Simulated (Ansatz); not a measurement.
# WC: pressure up to the limit of the methods

One table from this session's results is given with a row withheld; the runs are named, their logs left out.

Method: DFT, PBE, PAW with Ansatz's default frozen-core files, scalar-relativistic, in Ansatz 0.2.0.

## The structure to begin with

The structure is hexagonal, space group P-6m2 (No. 187). The conventional cell has a = 2.867 Å, b = 2.867 Å, c = 2.810 Å, α = 90.00°, β = 90.00°, γ = 120.00°. Around W (site symmetry -6m2) lie 6 C at 2.17 Å. Around C (site symmetry -6m2) lie 6 W at 2.17 Å.

As a file:

```cif
data_structure
_symmetry_space_group_name_H-M 'P 1'
_symmetry_Int_Tables_number 1
_cell_length_a 2.8670
_cell_length_b 2.8670
_cell_length_c 2.8096
_cell_angle_alpha 90.000
_cell_angle_beta 90.000
_cell_angle_gamma 120.000
_cell_volume 20.00
loop_
_atom_site_label
_atom_site_type_symbol
_atom_site_fract_x
_atom_site_fract_y
_atom_site_fract_z
_atom_site_occupancy
W1 W 0.00000 0.00000 0.00000 1
C1 C 0.33333 0.66667 0.50000 1
```

Whether this phase is the stable one at these pressures isn't tested.

Atoms are numbered in the order of the input: W1, C2.

The first run:

input.yaml

```yaml
crystal:
  lattice:
    - [2.8669784559, 0.0, 0.0]
    - [-1.433489228, 2.4828761749, 0.0]
    - [0.0, 0.0, 2.8096388868]
  atoms:
    - { symbol: W, position: [0.0, 0.0, 0.0] }
    - { symbol: C, position: [0.3333333333, 0.6666666667, 0.5] }
kpoints:
  mp_grid: { grid: [17, 17, 15] }
scf:
  occupations: { method: fermi_dirac, width: 0.1 }
hamiltonian:
  xc: pbe
  pseudopotentials: { kind: paw }
output:
  forces: true
  stress: true
relax:
  f_tol: 0.005
  max_steps: 40
  cell: {}
```

The run is started by

```
ansatz run input.yaml --threads 1 --pin off --max-ram 2048MiB --backend cpu --events-out ev --progress --plain --runs-dir out
```

Among the steps run: Cell relaxed at zero pressure, PAW; More of the same log: cell relaxed at zero pressure; Volume scaled by 1, PAW; Shape and atoms relaxed at 0.94 of the volume, PAW; Volume scaled by 0.94, PAW; Shape and atoms relaxed at 0.88 of the volume, PAW; Volume scaled by 0.88, PAW; Shape and atoms relaxed at 0.8 of the volume, PAW; Volume scaled by 0.8, PAW; Shape and atoms relaxed at 0.72 of the volume, PAW; Volume scaled by 0.72, PAW; Shape and atoms relaxed at 0.64 of the volume, PAW; Volume scaled by 0.64, PAW; Shape and atoms relaxed at 0.55 of the volume, PAW; Volume scaled by 0.55, PAW; Volume scaled by 0.55, PAW (cutoff 300 eV).

One table of the session follows, with a row left open; its other results are not shown here.

| method | volume over the first | volume (Å³/atom) | pressure (GPa) |
| --- | --- | --- | --- |
| PAW | 1 | 10.526 | 0.00 |
| PAW | 0.94 | ? | ? |
| PAW | 0.88 | 9.263 | 64.04 |
| PAW | 0.8 | 8.420 | 136.01 |
| PAW | 0.72 | 7.578 | 247.50 |
| PAW | 0.64 | 6.736 | 424.81 |
| PAW | 0.55 | 5.789 | 762.51 |
| PAW (cutoff 300 eV) | 0.55 | 5.789 | 764.04 |

Q: Estimate the row for PAW, 0.94 from the others.

As computed: volume (Å³/atom): 9.894; pressure (GPa): 26.99. In the column «volume (Å³/atom)» it lies between PAW, 0.88 (9.263) and PAW, 1 (10.526).

Limits of these values: Warnings in the runs' records: cutoff below recommended.
